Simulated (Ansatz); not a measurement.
# CH6FNSn: up Jacob's ladder to CCSD(T)

How much do the methods differ for CH6FNSn? The plan is to run it at one geometry with functionals of several rungs and with coupled cluster. The yardstick is the atomisation energy at the CCSD(T) limit.

Method: functionals in def2-TZVPP, the program's frozen cores in correlated methods; program: Ansatz 0.2.0, Gaussian basis.

Plan: PBE-D4, r2SCAN-D4, PBE0-D4, B3LYP-D4, ωB97X-V, ωB97M-V, B2PLYP; CCSD(T)/def2-TZVPP; MP2/def2-QZVPP; extrapolation to the limit.

## 1. The geometry

An earlier PBE0-D4 in a triple-zeta def2 set relaxation fixed the geometry. Sn takes the def2 core potential; no spin-orbit term is included.

SMILES `FC[NH][SnH3]`, 10 atoms, charge 0, spin multiplicity 1.

Atoms are counted from 1 here; the program's logs count them from 0.

Bond lengths: F1–C2 1.414 Å, C2–N3 1.399 Å, C2–H5 1.094 Å, C2–H6 1.094 Å, N3–Sn4 2.042 Å, N3–H7 1.011 Å, Sn4–H8 1.705 Å, Sn4–H9 1.702 Å, Sn4–H10 1.707 Å. Angles: F1–C2–N3 113.4°, F1–C2–H5 105.5°, F1–C2–H6 105.2°, N3–C2–H5 111.4°, N3–C2–H6 110.8°, H5–C2–H6 110.1°, C2–N3–Sn4 118.8°, C2–N3–H7 112.1°, Sn4–N3–H7 114.7°, N3–Sn4–H8 105.3°, N3–Sn4–H9 104.1°, N3–Sn4–H10 112.3°, H8–Sn4–H9 112.7°, H8–Sn4–H10 110.3°, H9–Sn4–H10 111.7°.

## 2. PBE-D4 (GGA)

in.yaml reads:

```yaml
crystal:
  periodic: [false, false, false]
  atoms:
    - {symbol: F, position_ang: [0.128837, 1.687338, 1.196121]}
    - {symbol: C, position_ang: [-0.697072, 1.255616, 0.132743]}
    - {symbol: N, position_ang: [-0.064440, 0.356662, -0.732949]}
    - {symbol: Sn, position_ang: [0.571602, -1.437408, 0.007083]}
    - {symbol: H, position_ang: [-1.001190, 2.166870, -0.390018]}
    - {symbol: H, position_ang: [-1.562904, 0.790303, 0.612206]}
    - {symbol: H, position_ang: [0.594232, 0.818308, -1.344879]}
    - {symbol: H, position_ang: [0.835920, -2.420555, -1.360086]}
    - {symbol: H, position_ang: [-0.728842, -1.977412, 0.963698]}
    - {symbol: H, position_ang: [2.006957, -1.291123, 0.919081]}
basis:
  gaussian: {orbitals: def2-TZVPP}
hamiltonian: {xc: pbe, dispersion: d4}
output: {forces: true, orbitals: {seedname: orbitals}}
```

Started as:

```
ansatz run in.yaml --threads 4 --pin off --events-out ev --progress --plain --max-ram 10444MiB
```

The runs that follow: r2SCAN-D4 (meta-GGA); PBE0-D4 (hybrid); B3LYP-D4 (hybrid); ωB97X-V (range-separated); ωB97M-V (range-separated); B2PLYP (double hybrid); CCSD(T) in def2-TZVPP; MP2 in def2-QZVPP.

Q: Predict the results of all the runs planned. Wanted: atomisation energy, CCSD(T)/CBS; farthest; mean size of error, hybrid; mean size of error, range-separated; gap, smallest and largest; T1 diagnostic; triples share of the correlation energy.

The runs gave:

| quantity | value |
| --- | --- |
| atomisation energy, CCSD(T)/CBS | 3130.5 kJ/mol |
| functionals within 31.3 kJ/mol (1.0 %) | r2SCAN-D4, B3LYP-D4, ωB97X-V, ωB97M-V |
| farthest | B2PLYP (-56.3 kJ/mol) |
| mean size of error, hybrid | 22.7 kJ/mol |
| mean size of error, range-separated | 9.8 kJ/mol |
| gap, smallest and largest | 5.14 eV (PBE-D4), 11.50 eV (ωB97X-V) |
| T1 diagnostic | 0.0128 |
| triples share of the correlation energy | 3.2 % |

PBE-D4 is off by +37.8 kJ/mol. Double hybrids carry the basis error of their MP2 part in triple zeta, and no dispersion term here, so their miss is partly the set-up's. The reference freezes the cores and leaves out spin-orbit coupling and excitations past (T), and its outer-core shells are covered unevenly, so misses under about 31.3 kJ/mol can't be ranked. All levels share the lack of spin-orbit coupling, which lowers the free heavy atoms and so the true binding. Hartree-Fock recovers 68 % of the binding; the rest is correlation. Orbital gaps span 5.1 to 11.5 eV; exact exchange widens them. Correlated methods include outer-core shells of Sn, which these sets cover unevenly.
